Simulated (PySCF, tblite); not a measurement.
# C7H14N2: geometry, infrared bands and NMR shifts

Wanted: the infrared bands and NMR shifts of C7H14N2 (`CCN(C)/N=C\C1CC1`), by calculation.

Programs: tblite 0.8.0 and PySCF 2.14.0, with density-fitted response routines of our own. Each step states its level of theory. These are calculated values for one molecule in the gas phase, unless marked as measured. Atoms count from 0, in the outputs and in this text.

### Step 1. Starting geometry

23 atoms, charge 0, multiplicity 1; geometry from: force field or distance geometry start.

Bonds of the start (Å): C0–C1 1.50, C1–N2 1.48, N2–C3 1.46, N2–N4 1.40, N4–C5 1.27, C5–C6 1.47, C6–C7 1.54, C7–C8 1.54, C8–C6 1.48, C0–H9 1.13, C0–H10 1.10, C0–H11 1.13, C1–H12 1.09, C1–H13 1.12, C3–H14 1.10, C3–H15 1.14, C3–H16 1.09, C5–H17 1.11, C6–H18 1.12, C7–H19 1.09, C7–H20 1.11, C8–H21 1.09, C8–H22 1.12.

### Step 2. Optimising the geometry with GFN2-xTB

The job: settings as JSON, then the geometry in Å.

```
{"job": {"kind": "relax", "xc": "GFN2-xTB", "basis": "xTB"}, "charge": 0, "multiplicity": 1}
C     -2.149700     1.092000     1.062100
C     -2.056100     0.109400    -0.070700
N     -0.970900    -0.871100     0.124000
C     -0.769700    -1.880600    -0.912200
N     -0.140500    -0.868600     1.247900
C      0.890000    -0.131600     1.202500
C      1.319500     0.739400     0.099700
C      2.856500     0.736000    -0.006200
C      1.952200     0.225100    -1.140900
H     -2.760500     0.691200     1.928800
H     -1.162700     1.373000     1.466800
H     -2.725500     1.990700     0.688600
H     -1.989500     0.606400    -1.037600
H     -2.984500    -0.525200    -0.087500
H     -1.074200    -1.486100    -1.892000
H     -1.512300    -2.701000    -0.643900
H      0.212900    -2.355100    -0.854900
H      1.539300    -0.153500     2.098500
H      0.817900     1.740800     0.032000
H      3.294500     1.727900    -0.074500
H      3.373600    -0.107000     0.498500
H      1.981600    -0.828700    -1.420000
H      2.053500     0.903600    -2.025900
```

Command:

```console
$ OMP_NUM_THREADS=1 python probes_run.py task.json out
```

One launch serves the whole session: the jobs run in the order shown.

**Question.** This job is followed by: GFN2-xTB harmonic vibrations, gas phase; GIAO PBE0/pcSseg-1 NMR shielding, non-relativistic, gas phase. What will the session give for the following? strongest single infrared mode (GFN2-xTB); zero-point energy (GFN2-xTB); ¹³C shifts against TMS (PBE0/pcSseg-1, means over atoms taken as alike); ¹H shifts against TMS (PBE0/pcSseg-1, means over atoms taken as alike); ¹⁵N shifts against NH3 (PBE0/pcSseg-1).

**Answer**, as computed:

| quantity | value |
| --- | --- |
| strongest single infrared mode (GFN2-xTB) | 3108 cm⁻¹, 95 km/mol |
| zero-point energy (GFN2-xTB) | 125.9 kcal/mol |
| ¹³C shifts against TMS (PBE0/pcSseg-1, means over atoms taken as alike) | 132.1, 60.9, 38.8, 13.2, 12.7, 8.7 ppm |
| ¹H shifts against TMS (PBE0/pcSseg-1, means over atoms taken as alike) | 5.18, 3.48, 3.19, 1.75, 1.02, 0.65, 0.27 ppm |
| ¹⁵N shifts against NH3 (PBE0/pcSseg-1) | 373.1, 127.3 ppm |

Over 187 steps the energy fell by 1.714 eV; of the close pairs, N2–N4 changed most, 1.397 to 1.327 Å. No mode is imaginary among the 63: a minimum at this level. The strongest single mode, at 3108 cm⁻¹, is spread over several atoms, H21, H18, H20, H19 among them. Unscaled tight-binding wavenumbers are off by several per cent, some by more. Its intensities can rank the bands wrongly. At PBE0/pcSseg-1: The largest span, 537 ppm, is at N4, where the paramagnetic term is -432 ppm.
